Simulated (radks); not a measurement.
**Sb⁴⁺ in [Kr] 4d8 5s1 5d2: an all-electron calculation**

An exercise on one series of results from a longer session: the logs are not shown, and one member is left open.

The numbers are computed with radks (a radial shooting solver on a logarithmic mesh, Libxc functionals) version 1 (scalar-relativistic Kohn-Sham, SCAN, spin-unpolarised, spherical densities, finite nucleus), except any that are marked as measured or tabulated.

**The system**

```
element            : antimony (Z = 51)
charge             : +4
electrons          : 47
configuration      : [Kr] 4d8 5s1 5d2
nuclear rms radius : 4.6802 fm
```

Outer shells as boxes (Hund's rule):

Sb⁴⁺
```
[Kr] core
4d [↑↓][↑↓][↑↓][↑ ][↑ ]
5s [↑ ]
5d [↑ ][↑ ][  ][  ][  ]
```

The first run:

The run's settings:

```text
Z 51
configuration [Kr] 4d8 5s1 5d2 5p0 6s0 4f0 6d0
relativity scalar-relativistic
functional scan,scan
spin unpolarised
nucleus finite rms 4.6802 fm
c 137.035999084
```

Command:

```sh
$ python run_ks.py task.json out
```

This one command runs every case of the session in turn.

Steps of the session up to this table: Self-consistent calculation.

One table of the session follows, with a row left open; its other results are not shown here.

It belongs to the step «Radial structure». Sizes of the orbitals, from the radial functions (bohr):

```
level      <r>  outermost maximum (interpolated)  90 % within  nodes
   1s  0.02842                            0.0183       0.0511      0
   2s   0.1225                             0.104        0.189      1
   2p   0.1071                            0.0831        0.174      0
   3s   0.3296                             0.299        0.484      2
   3p   0.3281                             0.293        0.492      1
   3d   0.3052                             0.245        0.480      0
   4s   0.7826                             0.721         1.13      3
   4p   0.8361                             0.758         1.22      2
   4d        ?                                 ?            ?      ?
   5s    1.845                              1.70         2.63      4
   5p    2.087                              1.91         2.98      3
   5d    2.680                              2.44         3.85      2
   4f    1.778                              1.26         2.97      0
   6s    3.601                              3.54         5.02      5
   6d    5.124                              5.10         7.21      3
```

Q: Estimate the row for 4d from the others.

The run gave: <r>: 0.9637; outermost maximum (interpolated): 0.828; 90 % within: 1.46; nodes: 1. In the column «<r>» it lies between 4p (0.8361) and 4f (1.778).
